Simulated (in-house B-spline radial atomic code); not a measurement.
**Ta⁶⁹⁺: binding energies from hole states**

How much more does a second hole in Ta⁶⁹⁺ cost because of the first?

Program: in-house B-spline radial atomic code version 1. Level of theory: Dirac-Hartree-Fock, average of configuration, Fermi nucleus, basis-set limit. These are calculated values, not measurements, unless marked.

### Step 1. The atom as given

- element: tantalum (Z = 73)
- charge: +69
- electrons: 4
- configuration: [He] 2s2
- Hamiltonian: Dirac-Coulomb
- nucleus: Fermi, rms radius 5.351 fm

The outer shells:

[He] 2s2
```
[He] core
2s [↑↓]
```

The run's settings:

```ini
Z = 73
electrons = 4.0
configuration = [He] 2s2
hamiltonian = dirac
method = hf
spin_polarised = False
nucleus = fermi
rms_radius = 5.3507
mass_number = 181
atomic_mass = 180.947998528
speed_of_light = 137.035999084
```

The reference is known from an earlier run: -7112.729877 hartree in all. Up to eight levels, counted from the top:

```
orbital  occupation  energy (eV)  <r> (bohr)
  1s1/2           2     -76231.2     0.01857
  2s1/2           2     -18793.4     0.07497
```

Single holes known from earlier runs (ΔSCF): 1s 76225.3 eV, 2s 18793.0 eV.

### Step 2. The 1s and 1s holes

The run's settings:

```ini
Z = 73
electrons = 2.0
configuration = 2s2
hamiltonian = dirac
method = hf
spin_polarised = False
nucleus = fermi
rms_radius = 5.3507
mass_number = 181
atomic_mass = 180.947998528
speed_of_light = 137.035999084
```

### Step 3. The 1s and 2s holes

Changes to the settings of step 2:

```diff
@@ -2,3 +2,3 @@
 electrons = 2.0
-configuration = 2s2
+configuration = 1s1 2s1
 hamiltonian = dirac
```

### Step 4. The 2s and 2s holes

Changes to the settings of step 3:

```diff
@@ -2,3 +2,3 @@
 electrons = 2.0
-configuration = 1s1 2s1
+configuration = 1s2
 hamiltonian = dirac
```

What does each hole state cost in eV, and how does that compare with the orbital energies or single holes?

**Answer**, as computed:

| two holes | ΔSCF (eV) | less the two single holes (eV) |
| --- | --- | --- |
| 1s and 1s | 153836.7 | 1386.08 |
| 1s and 2s | 95437.2 | 418.86 |
| 2s and 2s | 37915.4 | 329.44 |

Two holes cost more than the sum of each, because the second electron leaves a more charged ion. The excess runs from 329.4 eV (2s and 2s) to 1386.1 eV (1s and 1s); it tends to be largest where both holes are compact. Two partly filled shells share a symmetry and can mix in the average, which may lower the energy, in these hole states: 1s and 2s. Values are for the free ion, measured from the vacuum level.
